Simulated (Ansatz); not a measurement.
# HfGe in Ansatz: convergence with xc grid

The system is HfGe.

```xyz
2
Lattice="3.9335 0.0000 0.0000 -1.9668 3.4065 0.0000 0.0000 0.0000 3.5096" Properties=species:S:1:pos:R:3 pbc="T T T"
Hf    0.0000    0.0000    1.7548
Ge    0.0000    2.2710    1.7548
```

The cell was built by a generator and needn't be a form met in nature.

```yaml
Program: Ansatz 0.2.0
Task: convergence study
Functional: PBE
Potentials_or_basis: Ansatz PAW earlier set
Cutoff: 620 eV
Density_cutoff: 2480 eV
k_mesh: 7 × 7 × 6
Occupations: methfessel-paxton, width 0.1 eV
Spin: no spin polarisation
Hubbard_terms: Hf d U = 3.5 eV
```

These are the settings of the first run; the series varies xc grid, with any setting tied to it.

Hardware: 2 threads of Arm Neoverse N1, with other jobs on the host.

| xc grid | energy less the tightest run, at zero smearing (meV/atom) | SCF cycles | CPU time (s) | peak memory (GiB) |
| --- | --- | --- | --- | --- |
| 1 | 0.00 | 10 | 18 | 0.38 |
| 2 | 0.00 | 10 | 18 | 0.38 |
| 3 | 0.00 | 10 | 18 | 0.41 |
| 4 | 0.00 | 10 | 19 | 0.44 |
| 5 | 0.00 | 10 | 20 | 0.52 |

Against the tightest run, the energy stays within 1 meV/atom from 1 on. The tightest run that finished is the yardstick and may itself not be fully converged.

Caveat, for the tightest run too: U without spin polarisation on a metal has little footing; the U is typed as a test and isn't derived for this compound. Spin-orbit coupling is left out, which matters for the levels of Hf.
